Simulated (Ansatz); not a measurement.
# CH6F2GeOSi: up Jacob's ladder to CCSD(T)

The task here is to estimate one member of a computed series from the others.

Program: Ansatz 0.2.0, Gaussian basis. Level of theory: functionals in def2-TZVPP, the program's frozen cores in correlated methods. These are calculated values, not measurements.

Plan: LDA (SPW92), PBE-D4, revPBE-D4, BLYP-D4, r2SCAN-D4, B97M-V, PBE0-D4, B3LYP-D4, r2SCANh-D4, r2SCAN0-D4, HSE06-D4, BHLYP-D4, CAM-B3LYP-D4, LC-ωPBE, ωB97X-V, ωB97M-V, B2PLYP, PBE-QIDH; CCSD(T)/def2-SVP; MP2/def2-TZVPP; MP2/def2-QZVPP; RPA on PBE.

### The relaxed structure

An earlier PBE0-D4 in a triple-zeta def2 set relaxation fixed the geometry.

SMILES `CO[Si](F)(F)[GeH3]`, 12 atoms, charge 0, spin multiplicity 1.

Atoms are counted from 1 here; the program's logs count them from 0.

Bond lengths: C1–O2 1.417 Å, C1–H7 1.093 Å, C1–H8 1.093 Å, C1–H9 1.090 Å, O2–Si3 1.613 Å, Si3–F4 1.593 Å, Si3–F5 1.593 Å, Si3–Ge6 2.363 Å, Ge6–H10 1.534 Å, Ge6–H11 1.535 Å, Ge6–H12 1.534 Å. Angles: O2–C1–H7 110.9°, O2–C1–H8 110.9°, O2–C1–H9 107.9°, H7–C1–H8 109.2°, H7–C1–H9 109.0°, H8–C1–H9 109.0°, C1–O2–Si3 127.3°, O2–Si3–F4 110.1°, O2–Si3–F5 110.0°, O2–Si3–Ge6 109.3°, F4–Si3–F5 104.3°, F4–Si3–Ge6 111.5°, F5–Si3–Ge6 111.5°, Si3–Ge6–H10 109.6°, Si3–Ge6–H11 109.9°, Si3–Ge6–H12 109.6°, H10–Ge6–H11 109.2°, H10–Ge6–H12 109.3° and more.

Set-up of the first run:

The input, in.yaml:

```yaml
crystal:
  periodic: [false, false, false]
  atoms:
    - {symbol: C, position_ang: [-0.783059, -2.159008, 0.379255]}
    - {symbol: O, position_ang: [-0.668915, -0.776291, 0.090768]}
    - {symbol: Si, position_ang: [0.679908, 0.108009, 0.055413]}
    - {symbol: F, position_ang: [1.712906, -0.512859, -0.985951]}
    - {symbol: F, position_ang: [1.429755, 0.015470, 1.457634]}
    - {symbol: Ge, position_ang: [0.136050, 2.341258, -0.490971]}
    - {symbol: H, position_ang: [-0.412559, -2.380421, 1.383610]}
    - {symbol: H, position_ang: [-0.227241, -2.756498, -0.348104]}
    - {symbol: H, position_ang: [-1.838437, -2.425758, 0.324314]}
    - {symbol: H, position_ang: [-0.538738, 2.385185, -1.868108]}
    - {symbol: H, position_ang: [1.410719, 3.195064, -0.526117]}
    - {symbol: H, position_ang: [-0.823590, 2.910451, 0.562057]}
basis:
  gaussian: {orbitals: def2-TZVPP}
hamiltonian: {xc: lda}
output: {orbitals: {seedname: orbitals}}
```

The run is started by

```
> ansatz run in.yaml --threads 4 --pin off --events-out ev --progress --plain --max-ram 11315MiB
```

Among the steps run: LDA; PBE-D4 (GGA); revPBE-D4 (GGA); BLYP-D4 (GGA); r2SCAN-D4 (meta-GGA); B97M-V (meta-GGA); B3LYP-D4 (hybrid); r2SCANh-D4 (hybrid); r2SCAN0-D4 (hybrid); HSE06-D4 (hybrid); BHLYP-D4 (hybrid); CAM-B3LYP-D4 (range-separated); LC-ωPBE (range-separated); ωB97X-V (range-separated); ωB97M-V (range-separated); B2PLYP (double hybrid); PBE-QIDH (double hybrid).

One table of the session follows, with a row left open; its other results are not shown here.

It belongs to the step «Orbital energies across the functionals». 

```
  functional  HOMO (eV)  LUMO (eV)  gap (eV)
 LDA (SPW92)          ?          ?         ?
      PBE-D4      -7.41      -0.53      6.88
   revPBE-D4      -7.35      -0.42      6.93
     BLYP-D4      -7.32      -0.38      6.94
   r2SCAN-D4      -7.77      -0.25      7.53
      B97M-V      -7.89      -0.41      7.49
     PBE0-D4      -8.85       0.31      9.16
    B3LYP-D4      -8.64       0.11      8.75
  r2SCANh-D4      -8.36       0.04      8.41
  r2SCAN0-D4      -9.05       0.47      9.52
    HSE06-D4      -8.46      -0.07      8.39
    BHLYP-D4     -10.00       1.21     11.21
CAM-B3LYP-D4     -10.17       1.37     11.54
     LC-ωPBE     -11.47       2.54     14.00
     ωB97X-V     -11.14       2.39     13.53
     ωB97M-V     -10.93       2.14     13.08
```

Q: Estimate the row for LDA (SPW92) from the others.

The run gave: HOMO (eV): -7.56; LUMO (eV): -0.74; gap (eV): 6.82. In the column «HOMO (eV)» it lies between r2SCAN-D4 (-7.77) and PBE-D4 (-7.41).
